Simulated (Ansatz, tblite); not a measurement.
**InH2(SMe) (CH₅InS): which spin state is lowest**

Is the singlet the ground state of InH2(SMe) (CH₅InS)? Other spin states are computed and compared level by level.

Computed with Ansatz 0.2.0, Gaussian basis. Level: as each input shows.

Levels to be run: triplet, at the geometry of the singlet (GFN1-xTB, GFN2-xTB, PBE0-D4/def2-TZVP, PBE-D4/def2-TZVP, r2SCAN-D4/def2-TZVP); the singlet's energies come from earlier runs.

2 further runs of the same task are left out: 2 set aside as unsound or not needed. Runs told in other sessions of the task aren't counted.

## (1) The relaxed structure

The singlet was relaxed beforehand with B3LYP-D4/def2-TZVP.

8 atoms, charge 0, spin multiplicity 1.

Bond lengths: In1–H2 1.723 Å, In1–H3 1.716 Å, In1–S4 2.397 Å, S4–C5 1.837 Å, C5–H6 1.088 Å, C5–H7 1.088 Å, C5–H8 1.088 Å. Angles: H2–In1–H3 130.3°, H2–In1–S4 113.8°, H3–In1–S4 115.9°, In1–S4–C5 103.5°, S4–C5–H6 111.9°, S4–C5–H7 108.4°, S4–C5–H8 109.1°, H6–C5–H7 109.0°, H6–C5–H8 109.1°, H7–C5–H8 109.1°.

In takes a core potential in the def2 sets. No spin-orbit coupling is included.

## (2) Triplet at the fixed geometry, GFN1-xTB

Tight binding, by tblite at 300 K electronic temperature and without a spin-polarisation term:

```python
tblite.interface.Calculator('GFN1-xTB', numbers, positions, charge=0, uhf=2).singlepoint()
```

Energy -267.4743 eV; 0.008 s.

## (3) Triplet at the fixed geometry, GFN2-xTB

Tight binding, by tblite at 300 K electronic temperature and without a spin-polarisation term:

```python
tblite.interface.Calculator('GFN2-xTB', numbers, positions, charge=0, uhf=2).singlepoint()
```

Energy -244.5582 eV; 0.007 s.

## (4) Triplet at the fixed geometry, PBE0-D4/def2-TZVP

in.yaml

```yaml
crystal:
  periodic: [false, false, false]
  atoms:
    - {symbol: In, position_ang: [0.722632, 1.447729, -0.953213]}
    - {symbol: H, position_ang: [1.929582, 0.262210, -1.280581]}
    - {symbol: H, position_ang: [0.611396, 3.086100, -1.451505]}
    - {symbol: S, position_ang: [-1.079240, 0.643579, 0.408345]}
    - {symbol: C, position_ang: [-0.608063, -1.096248, 0.761349]}
    - {symbol: H, position_ang: [0.263686, -1.405297, 0.188534]}
    - {symbol: H, position_ang: [-1.447768, -1.739084, 0.503983]}
    - {symbol: H, position_ang: [-0.392235, -1.198990, 1.823097]}
basis:
  gaussian: {orbitals: def2-TZVP}
magnetization: {spin_polarized: true, initial_magnetization: 2}
hamiltonian: {xc: pbe0, dispersion: d4}
scf: {omitted_lower_state_checks: [starts]}
output: {orbitals: {seedname: orbitals}}
```

Started as:

```
$ ansatz run in.yaml --threads 4 --pin off --events-out ev --progress --plain --max-ram 3916MiB
```

The log of the run:

```text
Functional definition: PBE0
  name "PBE0"
  cite "Adamo & Barone, J. Chem. Phys. 110, 6158 (1999) doi:10.1063/1.478522"
  cite "Perdew, Burke & Ernzerhof, Phys. Rev. Lett. 77, 3865 (1996) doi:10.1103/PhysRevLett.77.3865"
  parent pbe
  parameter a = 0.25
  parameter kappa = 0.804
  parameter beta = 0.06672455060314922
  exchange = (1 - a)*pbe_x(kappa = kappa, mu = beta*pi^2/3) + a*exact_x
  correlation = pbe_c(beta = beta)
these checks for a lower state are left out or cut short: starts
1152 factors; their error is unknown
mean field evaluation 1: about -17111.8030 eV, gradient 3.7e1 eV
mean field evaluation 2: about -17102.6060 eV, gradient 5.3e1 eV
mean field evaluation 4: about -17119.5394 eV, gradient 4.4e0 eV
mean field evaluation 8: about -17119.6409 eV, gradient 1.1e-1 eV
mean field evaluation 16: about -17119.7045 eV, gradient 1.0e-3 eV
mean field evaluation 32: about -17119.7045 eV, gradient 1.1e-5 eV
mean field -17119.70448317 eV, -629.1375356042 hartree, gradient 1.1e-5 eV, S^2 2.011559; 0 other end points of the search recorded, 0 dependent functions left out
reference -17119.70452901 eV, -629.1375372886 hartree; 25, 23 occupied and 123, 125 virtual orbitals, 1152 factors
Total energy: -17119.83744542 eV, -629.1424218767 hartree
Checks for a lower state left out: starts
```

Wall time 6.5 s (4 threads of Arm Neoverse N1, shared host).

Report: HOMO -3.18 eV, LUMO -5.80 eV (over both spins; with the spin held, an empty level of the minority spin lies below the top filled one); ⟨S²⟩ 2.012 (pure: 2.00).

## (5) Triplet at the fixed geometry, PBE-D4/def2-TZVP

start.molden holds the orbitals of an earlier run on this state, given as this run's starting guess.

Changes to in.yaml since step 4:

```diff
@@ -12,5 +12,5 @@
 basis:
-  gaussian: {orbitals: def2-TZVP}
+  gaussian: {orbitals: def2-TZVP, initial_orbitals: start.molden}
 magnetization: {spin_polarized: true, initial_magnetization: 2}
-hamiltonian: {xc: pbe0, dispersion: d4}
+hamiltonian: {xc: pbe, dispersion: d4}
 scf: {omitted_lower_state_checks: [starts]}
```

The command is unchanged.

The log of the run:

```text
Functional definition: PBE
  name "PBE"
  cite "Perdew, Burke & Ernzerhof, Phys. Rev. Lett. 77, 3865 (1996) doi:10.1103/PhysRevLett.77.3865"
  parent pbe
  parameter kappa = 0.804
  parameter beta = 0.06672455060314922
  exchange = pbe_x(kappa = kappa, mu = beta*pi^2/3)
  correlation = pbe_c(beta = beta)
these checks for a lower state are left out or cut short: starts
1049 factors; their error is unknown
mean field evaluation 1: about -17118.4968 eV, gradient 6.6e0 eV
mean field evaluation 2: about -17118.5898 eV, gradient 1.4e-1 eV
mean field evaluation 4: about -17118.4003 eV, gradient 4.6e0 eV
mean field evaluation 8: about -17118.5838 eV, gradient 2.6e-2 eV
mean field -17118.58376485 eV, -629.0963499653 hartree, gradient 1.3e-5 eV, S^2 2.005475; 0 other end points of the search recorded, 0 dependent functions left out
reference -17118.58382565 eV, -629.0963521998 hartree; 25, 23 occupied and 123, 125 virtual orbitals, 1049 factors
Total energy: -17118.74053596 eV, -629.1021111976 hartree
Checks for a lower state left out: starts
```

Wall time 4.8 s (4 threads of Arm Neoverse N1, shared host).

From the report: HOMO -2.50 eV, LUMO -6.81 eV (over both spins; with the spin held, an empty level of the minority spin lies below the top filled one); ⟨S²⟩ 2.005 (pure: 2.00).

## (6) Triplet at the fixed geometry, r2SCAN-D4/def2-TZVP

Changes to in.yaml since step 5:

```diff
@@ -14,3 +14,3 @@
 magnetization: {spin_polarized: true, initial_magnetization: 2}
-hamiltonian: {xc: pbe, dispersion: d4}
+hamiltonian: {xc: r2scan, dispersion: d4}
 scf: {omitted_lower_state_checks: [starts]}
```

Same command.

The log of the run:

```text
Functional definition: r2SCAN
  name "r2SCAN"
  cite "Furness, Kaplan, Ning, Perdew & Sun, J. Phys. Chem. Lett. 11, 8208 (2020) doi:10.1021/acs.jpclett.0c02405"
  cite "Furness, Kaplan, Ning, Perdew & Sun, J. Phys. Chem. Lett. 11, 9248 (2020) doi:10.1021/acs.jpclett.0c03077"
  parent r2scan
  parameter k0 = 0.174
  parameter k1 = 0.065
  parameter a1 = 4.9479
  exchange = r2scan_x(k0 = k0, k1 = k1, a1 = a1)
  correlation = r2scan_c
these checks for a lower state are left out or cut short: starts
1049 factors; their error is unknown
mean field evaluation 1: about -17125.4344 eV, gradient 4.7e0 eV
mean field evaluation 2: about -17125.4738 eV, gradient 6.3e-2 eV
mean field evaluation 4: about -17125.4553 eV, gradient 4.0e-4 eV
mean field evaluation 8: about -17125.4553 eV, gradient 3.0e-5 eV
mean field -17125.45529365 eV, -629.3488739910 hartree, gradient 1.4e-5 eV, S^2 2.016794; 0 other end points of the search recorded, 0 dependent functions left out
reference -17125.45532229 eV, -629.3488750435 hartree; 25, 23 occupied and 123, 125 virtual orbitals, 1049 factors
Total energy: -17125.49104684 eV, -629.3501878964 hartree
Checks for a lower state left out: starts
```

It took 8.5 s on 4 threads of Arm Neoverse N1, shared host.

From the report: HOMO -2.69 eV, LUMO -6.53 eV (over both spins; with the spin held, an empty level of the minority spin lies below the top filled one); ⟨S²⟩ 2.017 (pure: 2.00).

## (7) Triplet less singlet, vertical

The singlet's energies are those of its earlier runs, whose logs aren't repeated here.

| level | triplet less singlet, vertical (eV) | time |
| --- | --- | --- |
| GFN1-xTB | +5.616 | 0.014 s |
| GFN2-xTB | +3.982 | 0.011 s |
| PBE-D4/def2-TZVP | +3.865 | 6.6 s |
| r2SCAN-D4/def2-TZVP | +3.782 | 13 s |
| PBE0-D4/def2-TZVP | +3.873 | 8.9 s |

Times add the two runs; a level without a time comes out of a correlated run. Tight binding without a spin term can't rank spin states.

## (8) Summary of results

```
                                                quantity                                      value
triplet less singlet, vertical, functionals in def2-TZVP  +3.782 (r2SCAN-D4) to +3.873 eV (PBE0-D4)
```

All functionals put the triplet above the singlet, over a spread of 0.090 eV. The checks for a lower triplet were left out, so another state of that spin may lie lower. These are electronic energies, without zero-point motion, entropy or surroundings.
